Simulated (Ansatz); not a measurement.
This script drives Ansatz 0.2.0 through its Python package.

`opt.py`
```python
"""Geometry optimisation of CHBF2S."""

import itertools

import ansatz
from ase.data import atomic_numbers, covalent_radii
import numpy as np

GEOMETRY = """
F    -1.28390    1.40910   -0.16940
B    -0.74910    0.07550   -0.00190
F    -1.65410   -1.03960    0.15230
C     0.79610   -0.17510    0.01440
S     1.71740    0.91390   -0.13660
H     1.17360   -1.18380    0.14130
"""

mol = ansatz.Crystal.molecule()
for line in GEOMETRY.strip().splitlines():
    symbol, *xyz = line.split()
    mol = mol.atom(symbol, [float(v) for v in xyz])

calculation = (
    mol.calculation()
    .basis(gaussian="def2-SVP")
    .functional("HF")
)
symbols = [site.symbol for site in mol.cartesian_sites]
start = np.array([site.position_ang for site in mol.cartesian_sites], dtype=float)
def progress(event):
    if event["event"] == "relax_step":
        row = event["data"]
        print(f"step {row['step']:3d}  E = {row['lagrangian_ev']:.6f} eV  largest force component {row['allowed_force_max_ev_ang']:.4f} eV/A")


rep = calculation.relax(force_tolerance=0.02, max_steps=100).session().plan().execute(on_event=progress).report
end = np.array(rep["positions_ang"])

print(f"E = {rep['free_energy_ev']:.6f} eV = {rep['free_energy_ev'] / 27.211386246:.7f} Ha")
print("converged:", rep["converged"], " doubts:", rep["published_state_doubts"] or "none")

# pairs closer than 1.2 times the sum of covalent radii, before or after
radius = [covalent_radii[atomic_numbers[s]] for s in symbols]
span = lambda where, i, j: np.linalg.norm(where[i] - where[j])
bonded = [(i, j) for i, j in itertools.combinations(range(len(symbols)), 2) if min(span(start, i, j), span(end, i, j)) < 1.2 * (radius[i] + radius[j])]
print("pair        before    after (A)")
for i, j in bonded:
    print(f"{symbols[i]}{i}-{symbols[j]}{j}".ljust(10), f"{span(start, i, j):8.4f} {span(end, i, j):8.4f}")
for first, second in list(itertools.combinations(bonded, 2)):
    shared = set(first) & set(second)
    if shared and symbols[(j := shared.pop())] != "H":
        i, k = sorted((set(first) | set(second)) - {j})
        u, v = end[i] - end[j], end[k] - end[j]
        angle = np.degrees(np.arccos(np.clip(u @ v / np.linalg.norm(u) / np.linalg.norm(v), -1, 1)))
        print(f"final angle {symbols[i]}{i}-{symbols[j]}{j}-{symbols[k]}{k}: {angle:.2f} deg")
with open("chbf2s_opt.xyz", "w") as handle:
    handle.write(f"{len(symbols)}\nrelaxed CHBF2S\n")
    handle.writelines(f"{s:2s} {x:11.6f} {y:11.6f} {z:11.6f}\n" for s, (x, y, z) in zip(symbols, end))
```

It is started by `python opt.py`. Estimate its wall time and peak memory on 1 thread of Arm Neoverse V1 (shared host).

It took about 16 s, with a peak of 0.21 GiB, for 1 run of the engine.

```console
$ python opt.py
step   1  E = -17938.895264 eV  largest force component 9.9217 eV/A
step   2  E = -17940.429349 eV  largest force component 3.2895 eV/A
step   3  E = -17940.693818 eV  largest force component 0.9210 eV/A
step   4  E = -17940.717353 eV  largest force component 0.1638 eV/A
step   5  E = -17940.718120 eV  largest force component 0.0678 eV/A
step   6  E = -17940.718155 eV  largest force component 0.0650 eV/A
step   7  E = -17940.717523 eV  largest force component 0.1386 eV/A
step   8  E = -17940.718446 eV  largest force component 0.0104 eV/A
E = -17940.718446 eV = -659.3092422 Ha
converged: True  doubts: none
pair        before    after (A)
F0-B1        1.4466   1.2996
B1-F2        1.4444   1.3068
B1-C3        1.5655   1.5830
C3-S4        1.4344   1.6006
C3-H5        1.0845   1.0894
final angle F0-B1-F2: 118.03 deg
final angle F0-B1-C3: 122.35 deg
final angle F2-B1-C3: 119.61 deg
final angle B1-C3-S4: 123.55 deg
final angle B1-C3-H5: 116.87 deg
final angle S4-C3-H5: 119.59 deg
```

File `chbf2s_opt.xyz` afterwards:
```text
6
relaxed CHBF2S
F    -1.309341    1.257436   -0.151050
B    -0.795890    0.073038   -0.001081
F    -1.612818   -0.937117    0.140567
C     0.767137   -0.176870    0.014803
S     1.851108    0.989747   -0.146227
H     1.099804   -1.206234    0.143088
```

Total energies depend on the basis set; only differences at equal settings carry meaning. The end point is the stationary point reached from this start; no frequency run checks that it is a minimum, and the basis set is modest.
